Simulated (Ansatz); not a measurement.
# CH₄BI, SMILES CBI: energies of removing a hydrogen

Program: the Ansatz DFT code, driven from Python.

The cells in order, each with its output:

```python
import ansatz as az

config = {
    'basis': 'def2-TZVP',
    'xc': 'PBE0',
}
```

```python
def energy_of(molecule, charge=0, unpaired=0):
    calc = (
        molecule.calculation()
        .basis(gaussian=config['basis'])
        .functional(config['xc'])
    )
    if charge:
        calc = calc.charge(charge)
    if unpaired:
        calc = calc.spin('collinear', total=unpaired)
    return calc.run(threads=1, pin='off').report['free_energy_ev']
```

```python
GEOMETRY = '''
C    -0.61360   -0.05970   -0.40320
B     0.65550   -0.25920    0.42720
I     1.82950    1.45830    1.09100
H    -1.29990    0.60480    0.17570
H    -0.40780    0.51500   -1.37010
H    -1.13000   -0.97390   -0.66490
H     1.02750   -1.35330    0.69870
'''
```

```python
def without(molecule, index):
    rest = az.Crystal.molecule()
    for i, site in enumerate(molecule.cartesian_sites):
        if i != index:
            rest = rest.atom(site.symbol, site.position_ang)
    return rest
```

```python
system = az.Crystal.molecule()
for line in GEOMETRY.strip().splitlines():
    symbol, *xyz = line.split()
    system = system.atom(symbol, [float(v) for v in xyz])
```

```python
whole = energy_of(system, 0)
hydrogen = energy_of(az.Crystal.molecule().atom('H', (0, 0, 0)), 0, 1)
print(f'E(molecule) = {whole:.5f} eV, E(H) = {hydrogen:.5f} eV')
for index in [5, 6]:
    radical = energy_of(without(system, index), 0, 1)
    print(f'H{index}: homolysis {96.485332 * (radical + hydrogen - whole):.1f} kJ/mol')
    anion = energy_of(without(system, index), -1)
    print(f'H{index}: loss of a proton {96.485332 * (anion - whole):.1f} kJ/mol')
```

    E(molecule) = -9878.68779 eV, E(H) = -13.63389 eV
    H5: homolysis 471.3 kJ/mol
    H5: loss of a proton 1690.1 kJ/mol
    H6: homolysis 431.9 kJ/mol
    H6: loss of a proton 1712.0 kJ/mol

These settings explore the input space; basis and method may be short of convergence. The geometry is a force-field or estimated start, not a minimum of this method, and the basis set is short of its limit. All parts are taken at fixed geometry, without zero-point energy. def2 sets replace the cores of elements past krypton by effective core potentials. The spin-orbit lowering of heavy atoms is left out. Anions want diffuse functions, which this basis lacks. Timing: 20 s on 1 thread of AMD EPYC 7R43 64-Core Processor (Zen 3) (shared host), peak memory 0.34 GiB.
